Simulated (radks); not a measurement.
**Pb⁴⁺ in [Xe] 4f14 5d10: an all-electron calculation**

The task here is to estimate one member of a computed series from the others.

Method: scalar-relativistic Kohn-Sham, HCTH/407, spin-polarised, spherical densities, point nucleus. Code: radks (a radial shooting solver on a logarithmic mesh, Libxc functionals) version 1.

### Starting point

| Item | Value |
| --- | --- |
| element | lead (Z = 82) |
| charge | +4 |
| electrons | 78 |
| configuration | [Xe] 4f14 5d10 |

Outer shells as boxes (Hund's rule):

Pb⁴⁺
```
[Xe] core
4f [↑↓][↑↓][↑↓][↑↓][↑↓][↑↓][↑↓]
5d [↑↓][↑↓][↑↓][↑↓][↑↓]
```

The first run:

The run's settings:

```text
Z 82
configuration [Xe] 4f14 5d10 6s0 6p0
relativity scalar-relativistic
functional hcth_407
spin polarised
nucleus point
c 137.035999084
```

One table of the session follows, with a row left open; its other results are not shown here.

It belongs to the step «Orbitals and density». From the orbitals of this run (lengths in bohr):

```
level      <r>  outermost maximum (interpolated)  90 % within  nodes
   1s  0.01605                           0.00984       0.0294      0
   2s  0.06759                            0.0572        0.105      1
   2p  0.06143                            0.0476        0.100      0
   3s   0.1745                             0.161        0.256      2
   3p        ?                                 ?            ?      ?
   3d   0.1598                             0.131        0.248      0
   4s   0.3840                             0.362        0.550      3
   4p   0.4096                             0.382        0.593      2
   4d   0.4303                             0.388        0.640      1
   5s   0.8517                             0.788         1.21      4
   4f   0.4522                             0.349        0.717      0
   5p   0.9720                             0.881         1.40      3
   5d    1.250                              1.06         1.86      2
   6s    2.022                              1.83         2.88      5
   6p    2.431                              2.23         3.44      4
```

Estimate the missing values for 3p.

As computed: <r>: 0.1764; outermost maximum (interpolated): 0.161; 90 % within: 0.264; nodes: 1. In the column «<r>» it lies between 3s (0.1745) and 4s (0.3840).
